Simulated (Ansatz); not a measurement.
# VCr, space group Cmmm: an equation of state with a fit

Computed with Ansatz's Python interface.

Notebook, run cell by cell (the value of a cell's last expression is shown):

```python
import ansatz as az
from ase.eos import EquationOfState
from ase.units import GPa
import numpy as np
```

```python
vectors0 = np.array([
    [1.45141, -2.100384, 0.0],
    [1.45141, 2.100384, 0.0],
    [0.0, 0.0, 4.001991],
])
sites = [
    ("V", (0.5, 0.5, 0.5), 1.0),
    ("Cr", (0.0, 0.0, 0.0), 2.1),
]
```

```python
def make_crystal(cell):
    crystal = az.Crystal(lattice=az.Lattice.of(cell))
    for symbol, position, moment in sites:
        crystal = crystal.atom(symbol, position, moment=moment or None)
    return crystal
```

```python
# scale the volume, keep shape and fractions
volumes, energies, pressures = [], [], []
for scale in np.linspace(0.94, 1.06, 7):
    cell = vectors0 * scale ** (1 / 3)
    calculation = (
        make_crystal(cell).calculation()
        .occupations(az.OccupationsMethod.FERMI_DIRAC)
        .pseudopotentials("nc")
        .functional("r2scan")
        .scf(extra_bands=6)
        .spin("collinear")
        .kpoints(12, 12, 7)
        .stress()
    )
    data = calculation.run().report
    volumes.append(abs(np.linalg.det(cell)) / len(sites))
    energies.append(data["free_energy_ev"] / len(sites))
    pressures.append(np.trace(data["stress_gpa"]) / 3)
    print(f"V = {volumes[-1]:8.4f} A^3/atom  F = {energies[-1]:.5f} eV/atom  P = {pressures[-1]:8.3f} GPa")
```

    DeckWarning: basis.ecutwfc = 1278.935154 eV, auto-derived from the records' recommended cutoffs: set by Cr (normal level)
    RunWarning: the starting moments were not kept: the SCF closed with an absolute magnetisation of 1.3e-5 μB, where they sum to 3.1 μB in size (2 sites). That is at most 0.1 of that sum. Measured as dr2_m measures the in/out step, that magnetisation stands [...]
    V =  11.4681 A^3/atom  F = -2402.55535 eV/atom  P =   15.544 GPa
    V =  11.7121 A^3/atom  F = -2402.57443 eV/atom  P =    9.630 GPa
    V =  11.9561 A^3/atom  F = -2402.58495 eV/atom  P =    4.283 GPa
    V =  12.2001 A^3/atom  F = -2402.58773 eV/atom  P =   -0.553 GPa
    V =  12.4441 A^3/atom  F = -2402.58349 eV/atom  P =   -4.928 GPa
    V =  12.6881 A^3/atom  F = -2402.57292 eV/atom  P =   -8.885 GPa
    V =  12.9322 A^3/atom  F = -2402.55661 eV/atom  P =  -12.465 GPa

```python
eos = EquationOfState(volumes, energies, eos="birchmurnaghan")
v0, e0, bulk = eos.fit()
print(f"V0 = {v0:.4f} A^3/atom, E0 = {e0:.5f} eV/atom, B = {bulk / GPa:.1f} GPa")
eos.plot("eos.png")
```

    V0 = 12.1708 A^3/atom, E0 = -2402.58778 eV/atom, B = 232.1 GPa
    <Axes: title={'center': 'birchmurnaghan: E: -2402.588 eV, V: 12.171 Å$^3$, B: 232.051 GPa'}, xlabel='volume [Å$^3$]', ylabel='energy [eV]'>

A third-order Birch-Murnaghan fit through the 7 points has its minimum at 12.17 Å³ an atom, 0.2 % below the typed cell, with a bulk modulus of 232 GPa and dB/dP = 4.0. From that minimum the energy rises by 32.4 meV an atom on the compressed side and 31.2 meV on the expanded side.

Reading the output:
- These settings explore the input space; cutoff and mesh may be short of convergence.
- The SCF didn't keep the moments it started from (some shrank, vanished or turned); what is printed is the state reached.
- Shape and fractional positions are held along the curve, so the bulk modulus is an upper value where they are free to relax.
- Such functionals run on norm-conserving files made under PBE, which can move pressures by some GPa.
- For a metal this k-point mesh is coarse: on a finer one energies can move by several to tens of meV an atom and pressures by half a GPa or more, differences at one mesh by less.
- Pressure is positive in compression.
- r2SCAN tends to overestimate the moments of itinerant magnets.
- The structure comes from a database of computed cells and needn't be a stable or known phase.
- Warnings are shown shortened and without file and line.
- It ran for 28 min on 1 thread of Arm Neoverse V1, on a shared host, peak memory 1 GiB.
